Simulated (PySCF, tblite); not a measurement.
# C₄H₈NOSi₂ radical: geometry, infrared bands and EPR parameters

What infrared bands and EPR parameters should C₄H₈NOSi₂ radical (`O=CC#C[SiH2]N[CH][SiH3]`) show?

Computed with tblite 0.8.0 and PySCF 2.14.0, with density-fitted response routines of our own, on a single molecule in the gas phase. Atoms are numbered from 0 throughout.

**1. The molecule as given**

16 atoms, charge 0, multiplicity 2; geometry from: force field or distance geometry start.

Bonds of the start (Å): O0–C1 1.27, C1–C2 1.45, C2–C3 1.21, C3–Si4 1.82, Si4–N5 1.79, N5–C6 1.46, C6–Si7 1.86, C1–H8 1.07, Si4–H9 1.48, Si4–H10 1.47, N5–H11 1.04, C6–H12 1.12, Si7–H13 1.47, Si7–H14 1.47, Si7–H15 1.48.

**2. Geometry optimisation with GFN2-xTB**

What the job is given:

```
{"job": {"kind": "relax", "xc": "GFN2-xTB", "basis": "xTB"}, "charge": 0, "multiplicity": 2}
O     -4.703500     0.039900     1.955600
C     -4.553000    -0.449100     0.796900
C     -3.186800    -0.528400     0.327100
C     -2.061500    -0.564500    -0.107700
Si    -0.360800    -0.629600    -0.750700
N      0.737600     0.271000     0.343800
C      2.076900    -0.068600    -0.130000
Si     3.418200     0.965900     0.628000
H     -5.395000    -0.800300     0.243000
H     -0.270700     0.025500    -2.072000
H      0.074600    -2.029500    -0.844400
H      0.571300     1.295800     0.308900
H      2.189000    -1.157100     0.104000
H      3.368300     0.964400     2.101000
H      3.387100     2.337500     0.093900
H      4.700600     0.335900     0.258700
```

On the command line:

```bash
> OMP_NUM_THREADS=1 python probes_run.py task.json out
```

This one command runs all jobs of the session in turn.

**Question.** This job is followed by: GFN2-xTB harmonic vibrations, gas phase; UKS B3LYP, pcH-1 on C H N O Si, non-relativistic, mean-field spin-orbit, GIAO. Predict these results of the whole session: strongest single infrared mode (GFN2-xTB); zero-point energy (GFN2-xTB); g(iso) (B3LYP); ⟨S²⟩; largest a(iso) (averaged by class); potential on the surface of density 0.002 e/bohr³, 1st and 99th percentile.

The runs gave:

| quantity | value |
| --- | --- |
| strongest single infrared mode (GFN2-xTB) | 1690 cm⁻¹, 1260 km/mol |
| zero-point energy (GFN2-xTB) | 61.2 kcal/mol |
| g(iso) (B3LYP) | 2.00289 |
| ⟨S²⟩ | 0.753 (exact 0.75) |
| largest a(iso) (averaged by class) | 13C on C6, 56.2 MHz |
| potential on the surface of density 0.002 e/bohr³, 1st and 99th percentile | -1.43 V and 1.86 V |

**Reading.** Over 100 steps the energy fell by 1.087 eV; of the close pairs, N5–C6 changed most, 1.461 to 1.349 Å. No mode is imaginary among the 42: a minimum at this level. The strongest single mode, at 1690 cm⁻¹, moves mainly C1 and O0. Unscaled tight-binding wavenumbers are off by several per cent, some by more. Its intensities can rank the bands wrongly. C6 carries the largest spin population, 0.76 e. The isotropic g lies 0.6 ppt above the free-electron value. These values are for one conformer; the search (at its own cheap level) found 2 more, at 0.04, 0.09 kcal/mol (those within 0.05 may be mirror or relabelled copies), and measured spectra average over such forms.
